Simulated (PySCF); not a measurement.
# Br3P (Phosphorus tribromide): the cost of one run

Computed with PySCF 2.14.0, with density-fitted response routines of our own, on a single molecule in the gas phase. Atoms count from 0, in the outputs and in this text.

## Step 1: Starting geometry

4 atoms, charge 0, multiplicity 1; geometry from: GFN2-xTB. The atoms were then displaced at random by about 0.01 Å, so the start is not that level's minimum.

Bonds of the start (Å): Br0–P1 2.25, P1–Br2 2.23, P1–Br3 2.20.

## Step 2: Optimising the geometry at PBE0-D3(BJ)/def2-SVP

Job settings and geometry (Å):

```
{"job": {"xc": "PBE0", "basis": "def2-SVP", "d3": "d3bj", "grid": 1, "shake": 0.01, "kind": "geom"}, "charge": 0, "multiplicity": 1}
Br     1.999810    -0.135180    -0.254420
P     -0.003290    -0.002040     0.751630
Br    -0.910140     1.765410    -0.269900
Br    -1.048390    -1.653560    -0.260320
```

Run with:

```console
$ OMP_NUM_THREADS=1 python probes_run.py task.json out
```

This one command runs all jobs of the session in turn.

**Question.** How long does this first job take on 1 thread of Arm Neoverse N1, shared host, and how much memory does it need?

About 67 s, with a peak of 0.5 GiB.
